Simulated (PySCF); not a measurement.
# C₃H₈FNSi: electronic excitations and core binding energies

What electronic excitations and core binding energies should C₃H₈FNSi (`FCC/C=N/[SiH3]`) show?

The runs use PySCF 2.14.0, with density-fitted response routines of our own; the level of theory stands in each step. All values are computed, except where a source is named. Atoms are numbered from 0 throughout.

## (1) Starting geometry

14 atoms, charge 0, multiplicity 1; geometry from: GFN2-xTB.

Bonds of the start (Å): F0–C1 1.37, C1–C2 1.52, C2–C3 1.49, C3–N4 1.25, N4–Si5 1.72, C1–H6 1.09, C1–H7 1.09, C2–H8 1.09, C2–H9 1.09, C3–H10 1.10, Si5–H11 1.46, Si5–H12 1.47, Si5–H13 1.46.

## (2) TDDFT and polarisability: PBE0/def2-SVPD

Job settings and geometry (Å):

```
{"job": {"kind": "uv", "xc": "PBE0", "basis": "def2-SVPD", "nstates": 8, "ntriplets": 3}, "charge": 0, "multiplicity": 1}
F     -3.206874     0.337735     0.752456
C     -1.834293     0.286479     0.694734
C     -1.390272    -0.155830    -0.691190
C      0.096931    -0.239523    -0.811783
N      0.863829     0.005137     0.143121
Si     2.571981    -0.001605     0.346182
H     -1.463623     1.287746     0.929674
H     -1.504443    -0.419352     1.461404
H     -1.768745     0.541850    -1.444296
H     -1.817133    -1.136636    -0.922654
H      0.445942    -0.535788    -1.811927
H      2.860863     1.368032     0.761181
H      3.370115    -0.353877    -0.835404
H      2.775047    -0.984840     1.406334
```

With the program's defaults for keys left out, this is: TDDFT PBE0/def2-SVPD, vertical, gas phase, core orbitals frozen in the response.

Output:

```text
coarse grid: 11992 points
cycle   1  E = -562.3694869237  dE =  4.962e-01  |g| = 5.414e-01  |ddm| = 4.790e+00
cycle   2  E = -562.2725243207  dE =  9.696e-02  |g| = 8.769e-01  |ddm| = 1.808e+00
cycle   3  E = -562.4276195963  dE = -1.551e-01  |g| = 1.123e-01  |ddm| = 1.216e+00
cycle   4  E = -562.4300806987  dE = -2.461e-03  |g| = 4.735e-02  |ddm| = 1.797e-01
cycle   5  E = -562.4305245420  dE = -4.438e-04  |g| = 9.719e-03  |ddm| = 6.127e-02
cycle   6  E = -562.4305406599  dE = -1.612e-05  |g| = 3.474e-03  |ddm| = 1.397e-02
cycle   7  E = -562.4305433858  dE = -2.726e-06  |g| = 3.760e-04  |ddm| = 4.631e-03
final grid: 111128 points
cycle   8  E = -562.4997853995  dE = -2.424e-05  |g| = 7.204e-03  |ddm| = 7.591e-02
cycle   9  E = -562.4997760682  dE =  9.331e-06  |g| = 9.893e-03  |ddm| = 2.190e-02
cycle  10  E = -562.4997975980  dE = -2.153e-05  |g| = 1.219e-03  |ddm| = 1.188e-02
cycle  11  E = -562.4997979004  dE = -3.024e-07  |g| = 3.240e-04  |ddm| = 1.717e-03
cycle  12  E = -562.4997979216  dE = -2.113e-08  |g| = 1.248e-04  |ddm| = 5.553e-04
cycle  13  E = -562.4997979244  dE = -2.825e-09  |g| = 2.644e-05  |ddm| = 1.620e-04
cycle  14  E = -562.4997979245  dE = -1.492e-10  |g| = 5.858e-06  |ddm| = 4.966e-05
converged SCF energy = -562.4997979245

Static polarisability (au): isotropic 73.717, principal 58.068 68.938 94.144

Singlet excitations
state   eV       nm        f      main configurations
  1   4.3416    285.6   0.00008   H->L 0.99
  2   6.0667    204.4   0.03033   H->L+1 0.99
  3   7.0749    175.2   0.03043   H->L+2 0.93
  4   7.2046    172.1   0.01285   H->L+3 0.57, H->L+4 0.34
  5   7.2742    170.4   0.00318   H->L+5 0.97
  6   7.3440    168.8   0.02538   H->L+4 0.62, H->L+3 0.34
  7   7.4850    165.6   0.44744   H-1->L 0.75, H-2->L 0.14
  8   7.6121    162.9   0.00206   H-3->L 0.95

Triplet excitations (Tamm-Dancoff, eV): 3.7456 5.1105 5.8079
```

Wall time 32 s (1 thread, shared host).

Frontier orbitals and where they lie:

```tsv
orbital	eV	atoms
HOMO−3	-9.67	F0 27 %, Si5 16 %, C1 13 %
HOMO−2	-9.54	F0 40 %, C1 24 %, H7 11 %
HOMO−1	-8.96	N4 28 %, C3 17 %, Si5 17 %
HOMO	-7.15	N4 55 %, C3 13 %, Si5 9 %
LUMO	-0.75	C3 38 %, N4 32 %, C2 7 %
LUMO+1	0.22	Si5 37 %, C3 13 %, H12 10 %
LUMO+2	0.93	Si5 54 %, H12 12 %, H13 9 %
```

With each of the 8 states as a Gaussian band of 0.4 eV half-width at 1/e, the curve within the window shown has maxima at 205 nm (ε 1,200), 166 nm (ε 20,000) L/(mol cm). Beyond the last state computed it falls off for lack of states. The curve at chosen wavelengths:

```
 nm  ε (L/mol/cm)
157          6026
164         18623
171         15972
178          5681
185          1287
192           629
199          1038
206          1218
213           863
220           401
227           132
234            33
241             7
247             2
254             1
261             1
268             2
275             3
282             3
289             3
296             3
303             2
310             2
317             1
324             1
331             0
```

Ground-state properties from the same run:

```tsv
property	computed
dipole moment (D)	2.12
polarisability (Å³)	10.92
HOMO–LUMO gap (eV)	6.40
−ε(HOMO) (eV)	7.15
```

## (3) Core holes by ΔSCF: SCAN, X2C

The job, as its differences from that of step 2:

```diff
@@ -1,2 +1,2 @@
-{"job": {"kind": "uv", "xc": "PBE0", "basis": "def2-SVPD", "nstates": 8, "ntriplets": 3}, "charge": 0, "multiplicity": 1}
+{"job": {"kind": "xps"}, "charge": 0, "multiplicity": 1}
 F     -3.206874     0.337735     0.752456
```

Method: delta-SCF UKS SCAN, pcX-2 on the ionised atom, pcseg-1 elsewhere, spin-free X2C.

Output:

```text
ground state, core basis on atom 0 (F), 159 functions
  cycle   1  E = -563.70784115  |g| = 6.81e-01
  cycle   2  E = -563.50261551  |g| = 1.22e+00
  cycle   3  E = -563.78345440  |g| = 1.98e-01
  cycle   4  E = -563.79214098  |g| = 7.25e-02
  cycle   5  E = -563.79319445  |g| = 2.36e-02
  cycle   6  E = -563.79328875  |g| = 7.60e-03
  cycle   7  E = -563.79330227  |g| = 1.44e-03
  cycle   8  E = -563.79330434  |g| = 8.45e-04
  cycle   9  E = -563.79330310  |g| = 9.83e-05
  E(ground) = -563.83243465 Eh
hole in F 1s of atom 0
  cycle   1  E = -537.46093842  |g| = 2.58e+00
  cycle   2  E = -535.80337552  |g| = 2.57e+00
  cycle   3  E = -537.43687572  |g| = 1.30e+00
  cycle   4  E = -538.26320798  |g| = 4.45e-01
  cycle   5  E = -538.28358257  |g| = 3.66e-01
  cycle   6  E = -538.34313795  |g| = 8.92e-02
  cycle   7  E = -538.34691298  |g| = 2.20e-02
  cycle   8  E = -538.34714163  |g| = 5.24e-03
  cycle   9  E = -538.34715305  |g| = 1.33e-03
  cycle  10  E = -538.34715540  |g| = 6.39e-04
  cycle  11  E = -538.34715489  |g| = 1.62e-04
  E(ion) = -538.39202714 Eh   <S^2> = 0.7568   hole on atom = 1.000   binding energy = 692.269 eV
ground state, core basis on atom 1 (C), 159 functions
  cycle   1  E = -563.75104168  |g| = 7.88e-02
  cycle   2  E = -563.75014920  |g| = 9.36e-02
  cycle   3  E = -563.75143731  |g| = 2.29e-02
  cycle   4  E = -563.75151679  |g| = 4.72e-03
  cycle   5  E = -563.75152421  |g| = 6.36e-04
  cycle   6  E = -563.75152310  |g| = 3.81e-04
  E(ground) = -563.78848717 Eh
hole in C 1s of atom 1
  cycle   1  E = -552.43836861  |g| = 1.50e+00
  cycle   2  E = -549.55688216  |g| = 2.51e+00
  cycle   3  E = -552.60997858  |g| = 9.22e-01
  cycle   4  E = -552.88662672  |g| = 5.01e-01
  cycle   5  E = -552.97589027  |g| = 1.51e-01
  cycle   6  E = -552.97816158  |g| = 1.35e-01
  cycle   7  E = -552.98636035  |g| = 1.45e-02
  cycle   8  E = -552.98644368  |g| = 7.48e-03
  cycle   9  E = -552.98647610  |g| = 2.59e-03
  cycle  10  E = -552.98647960  |g| = 1.24e-03
  cycle  11  E = -552.98648211  |g| = 4.80e-04
  E(ion) = -553.02370205 Eh   <S^2> = 0.7713   hole on atom = 1.000   binding energy = 292.925 eV
ground state, core basis on atom 2 (C), 159 functions
  cycle   1  E = -563.74839721  |g| = 5.86e-02
  cycle   2  E = -563.74837684  |g| = 2.15e-02
  cycle   3  E = -563.74839150  |g| = 1.99e-02
  cycle   4  E = -563.74847866  |g| = 4.70e-03
  cycle   5  E = -563.74848344  |g| = 9.38e-04
  cycle   6  E = -563.74848433  |g| = 2.57e-04
  E(ground) = -563.78596889 Eh
hole in C 1s of atom 2
  cycle   1  E = -552.48807846  |g| = 1.51e+00
  cycle   2  E = -551.49826075  |g| = 2.03e+00
  cycle   3  E = -552.89571772  |g| = 5.88e-01
  cycle   4  E = -552.93495855  |g| = 5.00e-01
  cycle   5  E = -553.05104940  |g| = 8.24e-02
  cycle   6  E = -553.05260504  |g| = 5.26e-02
  cycle   7  E = -553.05355489  |g| = 7.37e-03
  cycle   8  E = -553.05358165  |g| = 3.29e-03
  cycle   9  E = -553.05358916  |g| = 1.46e-03
  cycle  10  E = -553.05359284  |g| = 7.89e-04
  cycle  11  E = -553.05359426  |g| = 3.70e-04
  E(ion) = -553.08977487 Eh   <S^2> = 0.7689   hole on atom = 1.000   binding energy = 291.058 eV
ground state, core basis on atom 3 (C), 159 functions
  cycle   1  E = -563.75048784  |g| = 5.81e-02
  cycle   2  E = -563.75038092  |g| = 2.83e-02
  cycle   3  E = -563.75023332  |g| = 3.79e-02
  cycle   4  E = -563.75054436  |g| = 8.09e-03
  cycle   5  E = -563.75056051  |g| = 6.74e-04
  cycle   6  E = -563.75055912  |g| = 2.74e-04
  E(ground) = -563.78778215 Eh
hole in C 1s of atom 3
  cycle   1  E = -552.43705006  |g| = 1.51e+00
  cycle   2  E = -549.59942260  |g| = 2.59e+00
  cycle   3  E = -552.56771143  |g| = 1.03e+00
  cycle   4  E = -552.91529820  |g| = 4.72e-01
  cycle   5  E = -552.96530729  |g| = 3.17e-01
  cycle   6  E = -553.00854308  |g| = 9.04e-02
  cycle   7  E = -553.01218686  |g| = 2.51e-02
  cycle   8  E = -553.01256096  |g| = 1.01e-02
  cycle   9  E = -553.01273070  |g| = 6.27e-03
  cycle  10  E = -553.01285303  |g| = 4.69e-03
  cycle  11  E = -553.01291629  |g| = 1.97e-03
  cycle  12  E = -553.01292668  |g| = 7.61e-04
  cycle  13  E = -553.01292949  |g| = 2.25e-04
  E(ion) = -553.04851592 Eh   <S^2> = 0.8361   hole on atom = 1.000   binding energy = 292.230 eV
ground state, core basis on atom 4 (N), 159 functions
  cycle   1  E = -563.76292167  |g| = 7.59e-02
  cycle   2  E = -563.76252429  |g| = 5.02e-02
  cycle   3  E = -563.76225796  |g| = 6.02e-02
  cycle   4  E = -563.76306131  |g| = 7.35e-03
  cycle   5  E = -563.76307353  |g| = 8.91e-04
  cycle   6  E = -563.76307291  |g| = 1.25e-04
  E(ground) = -563.79862805 Eh
hole in N 1s of atom 4
  cycle   1  E = -548.18886463  |g| = 1.87e+00
  cycle   2  E = -545.58135698  |g| = 2.61e+00
  cycle   3  E = -548.35253920  |g| = 1.14e+00
  cycle   4  E = -548.85515076  |g| = 3.75e-01
  cycle   5  E = -548.89397935  |g| = 2.01e-01
  cycle   6  E = -548.90989208  |g| = 4.11e-02
  cycle   7  E = -548.91074869  |g| = 1.10e-02
  cycle   8  E = -548.91081071  |g| = 2.61e-03
  cycle   9  E = -548.91081500  |g| = 1.67e-03
  cycle  10  E = -548.91081709  |g| = 7.52e-04
  cycle  11  E = -548.91081729  |g| = 3.47e-04
  E(ion) = -548.94572741 Eh   <S^2> = 0.7755   hole on atom = 1.000   binding energy = 404.168 eV
ground state, core basis on atom 5 (Si), 170 functions
  cycle   1  E = -563.84487796  |g| = 2.87e-01
  cycle   2  E = -563.84484559  |g| = 4.40e-02
  cycle   3  E = -563.84423693  |g| = 6.14e-02
  cycle   4  E = -563.84498803  |g| = 2.25e-02
  cycle   5  E = -563.84509827  |g| = 1.77e-03
  cycle   6  E = -563.84509831  |g| = 3.84e-04
  E(ground) = -563.84079795 Eh
hole in Si 1s of atom 5
  cycle   1  E = -494.91656710  |g| = 4.35e+00
  cycle   2  E = -492.86231012  |g| = 2.60e+00
  cycle   3  E = -489.96204791  |g| = 2.70e+00
  cycle   4  E = -495.79887320  |g| = 6.04e-01
  cycle   5  E = -495.86981435  |g| = 4.71e-01
  cycle   6  E = -495.95711541  |g| = 1.74e-01
  cycle   7  E = -495.96981379  |g| = 5.57e-02
  cycle   8  E = -495.97079255  |g| = 3.22e-02
  cycle   9  E = -495.97124721  |g| = 8.40e-03
  cycle  10  E = -495.97128098  |g| = 3.10e-03
  cycle  11  E = -495.97128725  |g| = 5.48e-04
  cycle  12  E = -495.97128685  |g| = 2.01e-04
  E(ion) = -495.97476356 Eh   <S^2> = 0.7522   hole on atom = 1.000   binding energy = 1846.729 eV
hole in Si 2p of atom 5
  cycle   1  E = -559.57446306  |g| = 1.23e+00
  cycle   2  E = -557.36535687  |g| = 1.77e+00
  cycle   3  E = -559.48645096  |g| = 9.54e-01
  cycle   4  E = -559.85089583  |g| = 2.58e-01
  cycle   5  E = -559.86414518  |g| = 2.57e-01
  cycle   6  E = -559.89372068  |g| = 6.68e-02
  cycle   7  E = -559.89536984  |g| = 2.34e-02
  cycle   8  E = -559.89557599  |g| = 6.50e-03
  cycle   9  E = -559.89559669  |g| = 1.63e-03
  cycle  10  E = -559.89559900  |g| = 9.28e-04
  cycle  11  E = -559.89559832  |g| = 1.66e-04
  E(ion) = -559.90278074 Eh   <S^2> = 0.7519   hole on atom = 1.002   binding energy = 107.159 eV
  2p3/2 = 106.927 eV   2p1/2 = 107.551 eV
```

It took 64 s on 1 thread, shared host.

Binding energies by hole, beside the orbital energy of the ground state; the difference holds orbital relaxation and, for a density functional, its self-interaction error:

```tsv
hole	stands for	environment	ΔSCF (eV; 2p as the shell's mean)	−ε (eV)	⟨S²⟩
F1s on F0	F0	fluorine on an sp3 carbon	692.27	666.1	0.757
C1s on C1	C1	sp3 CH2 bonded to F	292.92	275.5	0.771
C1s on C2	C2	sp3 CH2	291.06	274.1	0.769
C1s on C3	C3	C=N carbon	292.23	275.5	0.836
N1s on N4	N4	imine nitrogen	404.17	385.6	0.776
Si1s on Si5	Si5	silicon bonded to N, 3 H	1846.73	1793.4	0.752
Si2p on Si5	Si5	silicon bonded to N, 3 H	107.14	96.3	0.752
```

With the spin-orbit splitting: Si5 2p3/2 106.93, 2p1/2 107.55 eV. The table gives each 2p level as the mean over the whole 2p shell (two parts 2p3/2, one part 2p1/2), which differs a little from the single hole in the log.

## (4) Outcome

| quantity | value |
| --- | --- |
| lowest singlet (PBE0/def2-SVPD) | 4.34 eV (286 nm), f = 0.000 |
| brightest single state of those computed | state 7, 7.49 eV, f = 0.447 |
| lowest triplet | 3.75 eV |
| C1s binding energies, SCAN/pcX-2 | C1 292.92, C3 292.23, C2 291.06 eV |
| F1s binding energies, SCAN/pcX-2 | F0 692.27 eV |
| N1s binding energies, SCAN/pcX-2 | N4 404.17 eV |
| Si1s binding energies, SCAN/pcX-2 | Si5 1846.73 eV |
| Si2p binding energies, SCAN/pcX-2 | Si5 107.14 eV |

What this shows: The lowest singlet, at 4.34 eV, is HOMO→LUMO 0.99 and is dark; of the 8 states computed, the strongest absorption comes from state 7 at 7.49 eV. The lowest triplet lies 0.60 eV below the lowest singlet (triplets in Tamm-Dancoff, singlets in full TDDFT). States above −ε(HOMO) lie where TDDFT describes them poorly and they hang on the basis; the brightest is among them. The C1s levels kept as sound span 1.87 eV, from C2 (sp3 CH2) up to C1 (sp3 CH2 bonded to F).
